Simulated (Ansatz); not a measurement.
**C4H4F4: basis-set convergence**

Aim: see how fast density functionals converge with the basis set for C4H4F4.

The runs use Ansatz 0.2.0, Gaussian basis; one geometry, several basis sets.

Plan: PBE0-D4/def2-SVP; ωB97M-V/def2-SVP; PBE0-D4/def2-QZVPP; ωB97M-V/def2-QZVPP; the functionals' def2-TZVPP values are taken from earlier runs.

## 1. The geometry

The geometry comes from an earlier relaxation with PBE0-D4 in a triple-zeta def2 set; it is a stationary point, not always the lowest conformer.

SMILES `F[C@H]1[C@H](F)[C@@H](F)[C@@H]1F`, 12 atoms, charge 0, spin multiplicity 1.

Atoms are counted from 1 here; the program's logs count them from 0.

Bond lengths: F1–C2 1.362 Å, C2–C3 1.526 Å, C2–C7 1.526 Å, C2–H9 1.094 Å, C3–F4 1.362 Å, C3–C5 1.526 Å, C3–H10 1.094 Å, C5–F6 1.362 Å, C5–C7 1.526 Å, C5–H11 1.094 Å, C7–F8 1.362 Å, C7–H12 1.094 Å. Angles: F1–C2–C3 117.6°, F1–C2–C7 117.6°, F1–C2–H9 109.6°, C3–C2–C7 87.8°, C3–C2–H9 111.4°, C7–C2–H9 111.4°, C2–C3–F4 117.6°, C2–C3–C5 87.8°, C2–C3–H10 111.4°, F4–C3–C5 117.6°, F4–C3–H10 109.6°, C5–C3–H10 111.4°, C3–C5–F6 117.6°, C3–C5–C7 87.8°, C3–C5–H11 111.4°, F6–C5–C7 117.6°, F6–C5–H11 109.6°, C7–C5–H11 111.4° and more.

## 2. PBE0-D4 in def2-SVP

Contents of in.yaml:

```yaml
crystal:
  periodic: [false, false, false]
  atoms:
    - {symbol: F, position_ang: [0.191339, 0.165740, -2.252354]}
    - {symbol: C, position_ang: [0.256716, -0.327451, -0.984464]}
    - {symbol: C, position_ang: [-1.015196, -0.281608, -0.142832]}
    - {symbol: F, position_ang: [-1.770643, -1.413196, -0.080698]}
    - {symbol: C, position_ang: [-0.136483, 0.047342, 1.060441]}
    - {symbol: F, position_ang: [-0.620329, 0.939432, 1.968808]}
    - {symbol: C, position_ang: [0.920630, 0.543264, 0.078209]}
    - {symbol: F, position_ang: [2.225332, 0.289539, 0.375577]}
    - {symbol: H, position_ang: [0.687243, -1.332670, -1.003737]}
    - {symbol: H, position_ang: [-1.647499, 0.566696, -0.419880]}
    - {symbol: H, position_ang: [0.191192, -0.859833, 1.576047]}
    - {symbol: H, position_ang: [0.794700, 1.607344, -0.141019]}
basis:
  gaussian: {orbitals: def2-SVP}
hamiltonian: {xc: pbe0, dispersion: d4}
output: {orbitals: {seedname: orbitals}}
```

Started as:

```sh
$ ansatz run in.yaml --threads 4 --pin off --events-out ev --progress --plain --max-ram 11315MiB
```

Further steps of the session: ωB97M-V in def2-SVP; PBE0-D4 in def2-QZVPP; ωB97M-V in def2-QZVPP.

Q: Predict the results of all the runs planned. Wanted: PBE0-D4: double and triple zeta above quadruple; ωB97M-V: double and triple zeta above quadruple.

As calculated:

| quantity | value |
| --- | --- |
| PBE0-D4: double and triple zeta above quadruple | 18.68, 0.77 eV |
| ωB97M-V: double and triple zeta above quadruple | 19.09, 0.73 eV |

In words: PBE0-D4 gains 17.91 eV from double to triple zeta, then 0.77 eV more. These are total energies; as a rule much of such shifts cancels in differences, which this series doesn't test. The LUMO of ωB97M-V is positive and keeps falling with the basis (2.78 to 1.79 eV): an unbound level that the basis holds in place.
